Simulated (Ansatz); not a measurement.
# C3H2F3N: vertical ionisation energy

How much energy removes an electron from C3H2F3N at fixed geometry? The cation is run at each level and the neutral's energy taken from earlier runs.

Method: unrestricted cation, the program's frozen cores in correlated methods; program: Ansatz 0.2.0, Gaussian basis.

Levels to be run: UKS PBE-D4/def2-TZVPP; UKS r2SCAN-D4/def2-TZVPP; UKS PBE0-D4/def2-TZVPP; UKS B3LYP-D4/def2-TZVPP; UKS wB97X-V/def2-TZVPP; UKS wB97M-V/def2-TZVPP; UKS B2PLYP/def2-TZVPP; UHF-CCSD(T)/def2-TZVPP; UHF-MP2/def2-QZVPP; extrapolation to the limit; then −ε(HOMO) from the neutral's earlier runs with LDA (SPW92), PBE-D4, revPBE-D4, BLYP-D4, r2SCAN-D4, B97M-V, PBE0-D4, B3LYP-D4, r2SCANh-D4, r2SCAN0-D4, HSE06-D4, BHLYP-D4, CAM-B3LYP-D4, LC-ωPBE, ωB97X-V, ωB97M-V.

### Step 1. Structure used throughout

The geometry comes from an earlier relaxation with PBE0-D4 in a triple-zeta def2 set; it is a stationary point, not always the lowest conformer.

SMILES `N#CCC(F)(F)F`, 9 atoms, charge 0, spin multiplicity 1.

Atoms are counted from 1 here; the program's logs count them from 0.

Bond lengths: N1–C2 1.148 Å, C2–C3 1.451 Å, C3–C4 1.519 Å, C3–H8 1.092 Å, C3–H9 1.092 Å, C4–F5 1.331 Å, C4–F6 1.336 Å, C4–F7 1.331 Å. Angles: N1–C2–C3 179.2°, C2–C3–C4 112.7°, C2–C3–H8 109.9°, C2–C3–H9 109.9°, C4–C3–H8 108.0°, C4–C3–H9 108.0°, H8–C3–H9 108.3°, C3–C4–F5 111.7°, C3–C4–F6 109.3°, C3–C4–F7 111.7°, F5–C4–F6 108.0°, F5–C4–F7 108.1°, F6–C4–F7 108.0°.

Coordinates:

```xyz
9
C3H2F3N
N     0.9858   -2.4579   -0.1172
C     0.5095   -1.4614    0.1950
C    -0.0952   -0.2085    0.6075
C    -0.1499    0.8132   -0.5153
F    -0.8716    0.3744   -1.5445
F    -0.7161    1.9361   -0.0640
F     1.0666    1.1178   -0.9625
H    -1.1160   -0.3854    0.9529
H     0.4756    0.2253    1.4312
```

### Step 2. Cation, UKS PBE-D4/def2-TZVPP

Contents of in.yaml:

```yaml
crystal:
  periodic: [false, false, false]
  atoms:
    - {symbol: N, position_ang: [0.985754, -2.457943, -0.117249]}
    - {symbol: C, position_ang: [0.509488, -1.461391, 0.195004]}
    - {symbol: C, position_ang: [-0.095237, -0.208511, 0.607456]}
    - {symbol: C, position_ang: [-0.149929, 0.813226, -0.515331]}
    - {symbol: F, position_ang: [-0.871610, 0.374430, -1.544531]}
    - {symbol: F, position_ang: [-0.716126, 1.936090, -0.064001]}
    - {symbol: F, position_ang: [1.066585, 1.117794, -0.962486]}
    - {symbol: H, position_ang: [-1.115982, -0.385416, 0.952933]}
    - {symbol: H, position_ang: [0.475558, 0.225320, 1.431204]}
basis:
  gaussian: {orbitals: def2-TZVPP}
total_charge: 1
magnetization: {spin_polarized: true, initial_magnetization: 1}
hamiltonian: {xc: pbe, dispersion: d4}
```

Run with:

```console
ansatz run in.yaml --threads 2 --pin off --events-out ev --progress --plain --max-ram 32768MiB --backend cpu
```

After this run come: Cation, UKS r2SCAN-D4/def2-TZVPP; Cation, UKS PBE0-D4/def2-TZVPP; Cation, UKS B3LYP-D4/def2-TZVPP; Cation, UKS wB97X-V/def2-TZVPP; Cation, UKS wB97M-V/def2-TZVPP; Cation, UKS B2PLYP (frozen core)/def2-TZVPP; Cation, UHF-CCSD(T)/def2-TZVPP; Cation, UHF-MP2/def2-QZVPP.

Q: Predict the results of all the runs planned. Wanted: ionisation energy, CCSD(T)/CBS; nearest functional by difference; nearest −ε(HOMO); −ε(HOMO) of PBE; T1 of the cation.

The runs gave:

```
                        quantity               value
  ionisation energy, CCSD(T)/CBS            13.19 eV
nearest functional by difference   B2PLYP (-0.23 eV)
                nearest −ε(HOMO)  LC-ωPBE (-0.16 eV)
                 −ε(HOMO) of PBE             8.67 eV
                T1 of the cation               0.018
```

**Reading.** Energy differences with functionals land within 1.03 eV of the reference. −ε(HOMO) of PBE misses by 4.5 eV, since self-interaction lifts the level. Among orbital estimates LC-ωPBE comes nearest. Hartree-Fock falls 1.67 eV short, as the neutral has more correlation energy than the cation. The cation may have settled in a state other than its lowest; no search over hole states beyond the program's own was made.
